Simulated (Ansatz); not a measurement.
**GaH3: geometry and frequencies at several levels**

The task here is to estimate one member of a computed series from the others.

Computed with Ansatz 0.2.0 (the levels named in each step, unless a step's input says otherwise).

## The starting structure

Bond lengths: Ga1–H2 1.567 Å, Ga1–H3 1.567 Å, Ga1–H4 1.567 Å. Angles: H2–Ga1–H3 120.0°, H2–Ga1–H4 120.0°, H3–Ga1–H4 120.0°.

Structure file:

```xyz
4

Ga    0.0000    0.0000    0.0000
H     0.0014    1.5669   -0.0047
H     1.3563   -0.7846    0.0087
H    -1.3577   -0.7823   -0.0039
```

The first run:

Contents of input.yaml:

```yaml
crystal:
  periodic: [false, false, false]
  atoms:
    - { symbol: Ga, position_ang: [-1.0e-05, 0.0, 0.0] }
    - { symbol: H, position_ang: [0.00137, 1.56689, -0.00473] }
    - { symbol: H, position_ang: [1.3563, -0.78457, 0.00867] }
    - { symbol: H, position_ang: [-1.35765, -0.78228, -0.00391] }
basis:
  gaussian: { orbitals: def2-SVP }
hamiltonian:
  xc: pbe
  dispersion: d4
relax:
  f_tol: 0.03
  max_steps: 200
```

Command:

```console
$ ansatz run input.yaml --threads 1 --pin off --max-ram 2560MiB --backend cpu --events-out ev --progress --plain --runs-dir out
```

Among the steps run: A rough first relaxation, PBE-D4/def2-SVP; Relaxation, HF/STO-3G; Frequencies, HF/STO-3G; Relaxation, HF/def2-SVP; Frequencies, HF/def2-SVP; Relaxation, LDA/def2-SVP; Frequencies, LDA/def2-SVP; Relaxation, PBE-D4/def2-SVP; Frequencies, PBE-D4/def2-SVP; Relaxation, PBE0-D4/def2-TZVPP; Relaxation, MP2/def2-TZVPP; Frequencies, MP2/def2-TZVPP.

One of the session's tables, all rows but one given; the rest of the session is left out.

It belongs to the step «Geometries side by side». 

| level | Ga1–H2 (Å) | Ga1–H3 (Å) | highest frequency (cm⁻¹) |
| --- | --- | --- | --- |
| HF/STO-3G | 1.3163 | 1.3163 | 2409 |
| HF/def2-SVP | ? | ? | ? |
| LDA/def2-SVP | 1.5703 | 1.5703 | 1945 |
| PBE-D4/def2-SVP | 1.5812 | 1.5812 | 1919 |
| PBE0-D4/def2-TZVPP | 1.5667 | 1.5667 | - |
| MP2/def2-TZVPP | 1.5495 | 1.5495 | 2049 |

Q: Estimate the row for HF/def2-SVP from the others.

The run gave: Ga1–H2 (Å): 1.5743; Ga1–H3 (Å): 1.5743; highest frequency (cm⁻¹): 2059. In the column «Ga1–H2 (Å)» it lies between LDA/def2-SVP (1.5703) and PBE-D4/def2-SVP (1.5812).
